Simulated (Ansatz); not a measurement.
# BiTe under changes of volume

One of the cells (33.855 Å³/atom); the others are scaled copies at fixed shape and fractional positions:

```
Bi Te
1.0
     0.00000    3.23500    3.23500
     3.23500    0.00000    3.23500
     3.23500    3.23500    0.00000
Bi Te
1 1
Direct
  0.00000 0.00000 0.00000
  0.50000 0.50000 0.50000
```

* Program: Ansatz 0.2.0
* Functional: LDA
* Potentials or basis: Ansatz PAW
* Cutoff: 420 eV (not typed: the program's choice for these potentials)
* k mesh: 7 × 7 × 7
* Occupations: fermi-dirac, width 0.05 eV
* Spin: no spin polarisation

```tsv
volume (Å³/atom)	energy over the lowest point (meV/atom)	pressure (GPa)
31.824	0.00	0.5
32.501	0.42	-0.7
33.178	?	?
33.855	14.66	-2.7
34.532	27.57	-3.5
35.209	43.79	-4.2
35.886	62.97	-4.9
```

Question: What does the run at 33.178 Å³/atom give?

Answer: Energy over the lowest point 5.48 meV/atom; pressure -1.7 GPa.

Worked out: A Birch-Murnaghan fit of order 3 (a polynomial in V^(-2/3)) to the other rows has its minimum at 32.10 Å³/atom with B0 = V·E''(V) = 56 GPa and B' = 4.3. It gives 5.47 meV/atom at 33.178 Å³/atom, against the run's 5.48, and -dE/dV = -1.7 GPa, against -1.7.

Energies are extrapolated to zero smearing.

Caveats: the PAW data sets come from PBE, with cores solved anew for the run's functional, which leaves a small shift of forces and pressure.
